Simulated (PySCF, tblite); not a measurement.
# C₄H₄ClF₂N: dynamics, then NMR shifts on frames

Aim: move C₄H₄ClF₂N (`N#C[C@@](F)(CF)CCl`) away from its starting geometry and see how NMR shifts follow the geometry.

Computed with tblite 0.8.0 and PySCF 2.14.0, with density-fitted response routines of our own, on a single molecule in the gas phase. Atoms count from 0, in the outputs and in this text.

## (1) The starting structure

12 atoms, charge 0, multiplicity 1; geometry from: GFN2-xTB.

Bonds of the start (Å): N0–C1 1.14, C1–C2 1.46, C2–F3 1.39, C2–C4 1.54, C4–F5 1.36, C2–C6 1.53, C6–Cl7 1.78, C4–H8 1.09, C4–H9 1.09, C6–H10 1.09, C6–H11 1.09.

## (2) Dynamics with GFN2-xTB

What the job is given:

```
{"job": {"kind": "md", "xc": "GFN2-xTB", "basis": "xTB", "temperature": 600, "steps": 2000, "every": 50, "frames": 5}, "charge": 0, "multiplicity": 1}
N     -0.573295     2.660216     0.419680
C     -0.345006     1.603139     0.058093
C     -0.058638     0.252130    -0.417755
F     -0.084752     0.264849    -1.804375
C      1.349564    -0.154702     0.046739
F      1.568512    -1.477669    -0.203026
C     -1.142008    -0.725241     0.052338
Cl    -1.304452    -0.638787     1.821691
H      1.450832     0.001753     1.125264
H      2.104115     0.415497    -0.504771
H     -2.099987    -0.458947    -0.396041
H     -0.863686    -1.742923    -0.223864
```

Level: GFN2-xTB Langevin dynamics, gas phase.

Command:

```bash
> OMP_NUM_THREADS=1 python probes_run.py task.json out
```

This one command runs all jobs of the session in turn.

What it wrote:

```text
t/fs     T/K      E/eV
    0.0   523.0   -747.90958
   25.0   314.6   -747.28906
   50.0   614.4   -747.32143
   75.0   552.2   -747.25231
  100.0   432.7   -747.34812
  125.0   445.6   -747.37969
  150.0   356.3   -747.36650
  175.0   500.0   -747.51018
  200.0   472.8   -747.49451
  225.0   482.4   -747.12575
  250.0   564.1   -747.16657
  275.0   679.2   -747.02282
  300.0   480.3   -746.89664
  325.0   574.0   -747.00076
  350.0   481.1   -746.87859
  375.0   544.7   -747.07657
  400.0   787.7   -747.20608
  425.0   620.0   -747.11873
  450.0   547.3   -746.98839
  475.0   450.7   -746.82085
  500.0   688.4   -746.92911
  525.0   693.6   -746.82468
  550.0   850.7   -747.28591
  575.0   658.1   -746.99848
  600.0   747.4   -747.08780
  625.0   692.6   -746.74145
  650.0   742.3   -747.30383
  675.0   568.2   -747.20986
  700.0   580.4   -747.22441
  725.0   446.4   -747.14334
  750.0   423.1   -747.32166
  775.0   293.6   -747.07577
  800.0   375.5   -747.30963
  825.0   417.4   -747.24268
  850.0   406.7   -747.13799
  875.0   392.5   -747.08125
  900.0   494.7   -747.29111
  925.0   694.8   -747.40736
  950.0   641.9   -746.95341
  975.0   723.6   -747.16013
 1000.0   818.0   -747.25219
```

Wall time 8.7 s (1 thread of Arm Neoverse V2, shared host); peak memory 0.18 GiB.

Distance from the start (root mean square after alignment): 0 fs 0.00 Å, 200 fs 0.32 Å, 400 fs 0.48 Å, 600 fs 1.07 Å, 800 fs 1.19 Å, 1000 fs 0.92 Å.

Positions (Å) and forces (eV/Å) at 1000 fs:

```xyz
12

N    -1.660    1.098    2.250    1.489   -1.442   -1.930
C    -1.161    0.534    1.363   -0.910    1.860    1.461
C    -0.753   -0.074    0.079    0.306   -1.306    1.386
F    -1.153    0.750   -0.923    0.460   -0.019   -0.263
C     0.746   -0.569    0.053   -1.079    0.811   -1.307
F     0.871   -1.586   -0.895    0.130    0.657    1.088
C    -1.525   -1.419    0.102    0.654    0.230   -1.382
Cl   -3.180   -1.135    0.564   -0.669   -0.375    0.176
H     1.090   -0.814    1.031   -0.122   -1.097    0.790
H     1.411    0.215   -0.216    0.576    0.975   -0.924
H    -1.468   -1.886   -0.901   -0.299    0.238    0.319
H    -0.928   -2.028    0.764   -0.535   -0.533    0.585
```

## (3) Nuclear shieldings: 250 fs, PBE0/pcSseg-1

What the job is given:

```
{"job": {"kind": "nmr", "xc": "PBE0", "basis": "pcSseg-1", "pop": false}, "charge": 0, "multiplicity": 1}
N     -1.413900     2.620800     0.899700
C     -1.300800     1.625600     0.416300
C     -0.703600     0.287800    -0.000300
F     -0.812500     0.404200    -1.414100
C      0.744400     0.449700     0.354500
F      1.471000    -0.412000    -0.473700
C     -1.481700    -0.970600     0.352800
Cl    -1.869800    -1.018200     2.146900
H      0.860400     0.322300     1.398700
H      0.987100     1.480300     0.130400
H     -2.410100    -1.130000    -0.226400
H     -0.705000    -1.785500     0.202800
```

Method: GIAO PBE0/pcSseg-1 NMR shielding, non-relativistic, gas phase.

What it wrote:

```text
coarse grid: 11688 points
cycle   1  E = -868.5671665852  dE =  1.018e+00  |g| = 8.240e-01  |ddm| = 3.119e+00
cycle   2  E = -868.2224951773  dE =  3.447e-01  |g| = 1.585e+00  |ddm| = 1.747e+00
cycle   3  E = -868.6934308089  dE = -4.709e-01  |g| = 1.759e-01  |ddm| = 1.200e+00
cycle   4  E = -868.6977444290  dE = -4.314e-03  |g| = 1.006e-01  |ddm| = 1.592e-01
cycle   5  E = -868.6997024457  dE = -1.958e-03  |g| = 1.489e-02  |ddm| = 6.656e-02
cycle   6  E = -868.6997434047  dE = -4.096e-05  |g| = 4.345e-03  |ddm| = 1.663e-02
cycle   7  E = -868.6997465925  dE = -3.188e-06  |g| = 1.202e-03  |ddm| = 4.355e-03
final grid: 112272 points
cycle   8  E = -868.7586652403  dE = -4.090e-05  |g| = 7.983e-03  |ddm| = 2.581e-02
cycle   9  E = -868.7586534631  dE =  1.178e-05  |g| = 1.174e-02  |ddm| = 1.355e-02
cycle  10  E = -868.7586771588  dE = -2.370e-05  |g| = 1.226e-03  |ddm| = 7.717e-03
cycle  11  E = -868.7586773659  dE = -2.071e-07  |g| = 4.472e-04  |ddm| = 1.139e-03
cycle  12  E = -868.7586773957  dE = -2.983e-08  |g| = 2.278e-04  |ddm| = 3.779e-04
cycle  13  E = -868.7586774063  dE = -1.065e-08  |g| = 3.649e-05  |ddm| = 1.500e-04
cycle  14  E = -868.7586774066  dE = -2.692e-10  |g| = 9.345e-06  |ddm| = 3.923e-05
converged SCF energy = -868.7586774066

GIAO shielding tensors (ppm)
atom      isotropic    diamagn.    paramagn.     s11        s22        s33       span
  0 N      -43.419     339.040    -382.460   -213.917   -189.490    273.149    487.066
  1 C       69.077     264.017    -194.940    -50.064    -36.664    293.960    344.024
  2 C       88.581     242.186    -153.606     58.193     79.889    127.659     69.466
  3 F      330.683     474.580    -143.896    267.627    319.590    404.834    137.207
  4 C      103.122     240.916    -137.794     73.463     77.181    158.723     85.260
  5 F      418.367     471.611     -53.244    383.355    425.849    445.899     62.544
  6 C      133.520     245.631    -112.111    104.233    129.779    166.549     62.315
  7 Cl     828.730    1144.942    -316.212    651.570    744.530   1090.088    438.517
  8 H       27.474      29.122      -1.648     24.568     28.555     29.299      4.731
  9 H       26.681      28.854      -2.173     22.033     27.399     30.612      8.580
 10 H       27.024      26.503       0.521     21.185     26.797     33.091     11.906
 11 H       26.327      26.931      -0.604     21.557     26.342     31.082      9.525
```

Wall time 18 s (1 thread of Arm Neoverse V2, shared host); peak memory 0.74 GiB.

The references, computed at this level on geometries of the same kind, shield at (ppm): ¹H TMS 31.72, ¹³C TMS 186.9, ¹⁹F CFCl3 170.9, ¹⁵N NH3 267.7, ³⁵Cl HCl 950. Their shielding less the atom's gives the shift. The references are single molecules in the gas phase, so shifts against H2O, NH3, PH3, H3PO4 or CFCl3 are not on the usual liquid scales and can be off by tens of ppm. Each atom is listed at this fixed geometry, with no averaging over motion; a spectrum would average atoms that exchange fast.

```
atoms                                               environment  σ (ppm)  δ (ppm)
   C1                                            nitrile carbon     69.1    117.8
   C2  fully substituted sp3 carbon bonded to F, α to a nitrile     88.6     98.3
   C4                                       sp3 CH2 bonded to F    103.1     83.8
   C6                                      sp3 CH2 bonded to Cl    133.5     53.4
  H11                       hydrogen on an sp3 CH2 bonded to Cl    26.33     5.39
   H9                        hydrogen on an sp3 CH2 bonded to F    26.68     5.04
  H10                       hydrogen on an sp3 CH2 bonded to Cl    27.02     4.69
   H8                        hydrogen on an sp3 CH2 bonded to F    27.47     4.24
   N0                                          nitrile nitrogen    -43.4    311.1
   F3                                 fluorine on an sp3 carbon    330.7   -159.7
   F5                                 fluorine on an sp3 carbon    418.4   -247.4
  Cl7                                      chlorine bonded to C      829      121
```

Orbitals, density, ELF and potential are computed afterwards from the orbital file.

Frontier orbitals at PBE0/pcSseg-1, with the share of their density that lies nearest to each atom:

```
orbital  energy (eV)                                    lies on
   HOMO        -9.35                          Cl7 82 %; H11 7 %
   LUMO        -1.15  Cl7 17 %; N0 15 %; C1, C2 about 15 % each
```

ELF in a plane through or near 7 of the atoms.

Ten even steps from '0' (0.00) to '9' (1.00):
```
0000000000000000000000000000
0000000000000000000000000000
0000000134442000000000000000
0000002789886410000000000000
0000014899986532000000000000
0000014784528764000000000000
0000002567774664000000000000
0000000136741463000000000000
0000000000248965445541000000
0000168984236238822773000000
0000499999669868612552000000
0000289998227733699861000000
0000000014774100999993000000
0000000148658710499991000000
0000000258878720046520000000
0000000024554300000000000000
0000000001111000000000000000
0000000000000000000000000000
0000000000000000000000000000
0000000000000000000000000000
```
The map spans 9.5 Å across and 10.0 Å up, centred on the molecule. Atoms in the plane (x, y in Å): N0 (-1.2, 2.4), C1 (-0.6, 1.5), C2 (0.0, 0.1), F5 (-1.0, -2.0), C6 (1.5, -0.1), H9 (-2.0, -0.3), H11 (1.5, -1.2).

log10 of the density (e/Å³) in the same plane.

Ten even steps from '0' (-4.0) to '9' (1.6):
```
0000000000000000000000000000
0000000122222100000000000000
0000012334443321000000000000
0000123455665433210000000000
0000234567776544321000000000
0000234567987654332221100000
0000234567787765433332210000
0000123456778765444444331100
0000233445667776666655432100
0001344566667777777765432100
0001345777777777779765432100
0001345667777666677664432100
0001233556776655667654321000
0000123467898654455543210000
0000013457887644333332100000
0000001345565532111110000000
0000000233444321000000000000
0000000001111000000000000000
0000000000000000000000000000
0000000000000000000000000000
```
The map spans 9.5 Å across and 10.0 Å up, centred on the molecule. Atoms in the plane (x, y in Å): N0 (-1.2, 2.4), C1 (-0.6, 1.5), C2 (0.0, 0.1), F5 (-1.0, -2.0), C6 (1.5, -0.1), H9 (-2.0, -0.3), H11 (1.5, -1.2).

On the surface of density 0.002 e/bohr³ the electrostatic potential runs, from the 1st to the 99th percentile, from -1.40 V near N0 to 1.64 V near H10.

## (4) Nuclear shieldings: 425 fs, PBE0/pcSseg-1

What the job is given:

```
{"job": {"kind": "nmr", "xc": "PBE0", "basis": "pcSseg-1", "pop": false}, "charge": 0, "multiplicity": 1}
N     -1.794300     1.883300     1.669200
C     -1.454300     1.165500     0.857100
C     -1.019900     0.053600    -0.057600
F     -1.159600     0.326500    -1.415400
C      0.537100     0.312600     0.069900
F      1.218300    -0.838700    -0.188600
C     -1.495000    -1.351500     0.338800
Cl    -2.532700    -1.075900     1.788900
H      0.723200     0.655300     1.024200
H      0.790400     0.993400    -0.713200
H     -2.219800    -1.759100    -0.389100
H     -0.553700    -1.941700     0.502900
```

Level: GIAO PBE0/pcSseg-1 NMR shielding, non-relativistic, gas phase.

What it wrote:

```text
coarse grid: 11688 points
cycle   1  E = -868.5520534153  dE =  1.091e+00  |g| = 8.168e-01  |ddm| = 3.124e+00
cycle   2  E = -868.1610598235  dE =  3.910e-01  |g| = 1.636e+00  |ddm| = 1.827e+00
cycle   3  E = -868.6733111089  dE = -5.123e-01  |g| = 2.177e-01  |ddm| = 1.295e+00
cycle   4  E = -868.6810409655  dE = -7.730e-03  |g| = 9.309e-02  |ddm| = 1.851e-01
cycle   5  E = -868.6827184281  dE = -1.677e-03  |g| = 1.373e-02  |ddm| = 6.827e-02
cycle   6  E = -868.6827541307  dE = -3.570e-05  |g| = 4.198e-03  |ddm| = 1.527e-02
cycle   7  E = -868.6827569643  dE = -2.834e-06  |g| = 1.186e-03  |ddm| = 3.921e-03
final grid: 112272 points
cycle   8  E = -868.7434380629  dE = -4.481e-05  |g| = 6.990e-03  |ddm| = 2.606e-02
cycle   9  E = -868.7434306485  dE =  7.414e-06  |g| = 9.677e-03  |ddm| = 1.196e-02
cycle  10  E = -868.7434473341  dE = -1.669e-05  |g| = 1.299e-03  |ddm| = 6.766e-03
cycle  11  E = -868.7434475181  dE = -1.840e-07  |g| = 6.908e-04  |ddm| = 1.293e-03
cycle  12  E = -868.7434476105  dE = -9.239e-08  |g| = 1.887e-04  |ddm| = 5.240e-04
cycle  13  E = -868.7434476176  dE = -7.176e-09  |g| = 3.548e-05  |ddm| = 1.410e-04
cycle  14  E = -868.7434476179  dE = -2.506e-10  |g| = 9.786e-06  |ddm| = 3.571e-05
converged SCF energy = -868.7434476179

GIAO shielding tensors (ppm)
atom      isotropic    diamagn.    paramagn.     s11        s22        s33       span
  0 N      -63.278     337.987    -401.265   -230.545   -198.122    238.833    469.378
  1 C       69.551     261.060    -191.509    -44.675    -42.030    295.358    340.033
  2 C       82.964     246.255    -163.291     59.558     73.557    115.777     56.220
  3 F      321.559     473.668    -152.109    247.147    320.938    396.590    149.443
  4 C       90.730     242.071    -151.341     70.838     78.756    122.596     51.758
  5 F      420.489     471.744     -51.255    376.094    397.598    487.775    111.681
  6 C      141.875     243.737    -101.861    121.905    134.930    168.790     46.884
  7 Cl     769.776    1144.342    -374.565    496.313    795.805   1017.211    520.898
  8 H       27.834      30.889      -3.055     23.678     28.807     31.016      7.338
  9 H       26.931      29.390      -2.459     23.190     27.857     29.747      6.557
 10 H       27.004      25.992       1.012     20.894     26.046     34.074     13.180
 11 H       26.570      25.867       0.703     21.050     26.471     32.189     11.138
```

It took 14 s on 1 thread of Arm Neoverse V2, shared host; peak memory 0.76 GiB.

In short: δ C1 117.4, C2 104.0, C4 96.2, C6 45.1, H11 5.15, H9 4.79 ppm.

[end of part 1 of 2]
